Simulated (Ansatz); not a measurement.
**HfH2O+ (doublet): the correlation ladder, def2-SVP**

How much of the correlation energy of HfH2O+ (doublet) does each wave-function method recover here?

Computed with Ansatz 0.2.0, Gaussian basis. Level: def2-SVP, core rule «outside noble gas», up to 5 orbitals frozen.

The runs, in order: UHF; CCSD(T) on ROHF; CCSD(T) on UHF; CISD as a restricted active space (open shells left free, so some higher excitations enter); CCSDT(Q) on ROHF; CCSDT(Q) on UHF.

24 further runs of the same task are left out: 5 for a known fault of the program, 4 that didn't finish, 15 set aside as unsound or not needed. Runs told in other sessions of the task aren't counted.

### 1 The system

The geometry is a PBE0/def2-TZVP stationary point (not a proven minimum) of the parent state, kept for this charge and spin. No spin-orbit coupling is included. Elements past krypton take def2 core potentials.

4 atoms, charge 1, spin multiplicity 2.

Atoms are counted from 1 here; the program's logs count them from 0.

Bond lengths: Hf1–O2 2.291 Å, O2–H3 0.968 Å, O2–H4 0.968 Å. Angles: Hf1–O2–H3 121.9°, Hf1–O2–H4 121.9°, H3–O2–H4 108.8°.

### 2 UHF

File in.yaml:

```yaml
crystal:
  periodic: [false, false, false]
  atoms:
    - {symbol: Hf, position_ang: [0.002625, 0.000000, 0.215268]}
    - {symbol: O, position_ang: [-0.051144, 0.000000, -2.074980]}
    - {symbol: H, position_ang: [0.173507, -0.786654, -2.591810]}
    - {symbol: H, position_ang: [0.173507, 0.786654, -2.591810]}
basis:
  gaussian: {orbitals: def2-SVP}
total_charge: 1
magnetization: {spin_polarized: true, initial_magnetization: 1}
hamiltonian: {xc: hf}
output: {orbitals: {seedname: orbitals}}
```

Run with:

```sh
ansatz run in.yaml --threads 1 --pin off --events-out ev --progress --plain --max-ram 2393MiB
```

Further steps of the session: CCSD(T) on ROHF; CCSD(T) on UHF; CISD as a restricted active space (open shells left free, so some higher excitations enter); CCSDT(Q) on ROHF; CCSDT(Q) on UHF.

Q: Predict the results of all the runs planned. Wanted: UCCSDT(Q) from the RHF energy; RMP2 from UCCSDT(Q); UMP2 from UCCSDT(Q); RCCSD from UCCSDT(Q); RCCSD(T) from UCCSDT(Q); UCCSD(T) from UCCSDT(Q); RCCSDT(Q) from UCCSDT(Q); T1 diagnostic.

**Answer**, as computed:

```
                         quantity                                value
    UCCSDT(Q) from the ROHF energy                           -7.1985 eV
              RMP2 from UCCSDT(Q)                           +800.6 meV
              UMP2 from UCCSDT(Q)                           +702.9 meV
             RCCSD from UCCSDT(Q)                           +226.1 meV
          RCCSD(T) from UCCSDT(Q)                            +71.9 meV
          UCCSD(T) from UCCSDT(Q)                            +41.2 meV
         RCCSDT(Q) from UCCSDT(Q)                            +17.6 meV
levels within 1 kcal/mol (43 meV)  UCCSD(T), RCCSDT, UCCSDT, RCCSDT(Q)
                    T1 diagnostic                                0.038
```

In words: RCCSD(T) lands +71.9 meV from the yardstick (1.0 % of the correlation energy). CCSD(T) misses by +71.9 meV on the restricted determinant and by +41.2 meV on the unrestricted one; the two need not hold the same state or core. Coupled cluster took another determinant than the lowest Hartree-Fock one. These misses are within one basis, not against nature; the frozen cores of restricted and unrestricted runs differ, which can shift their rows.
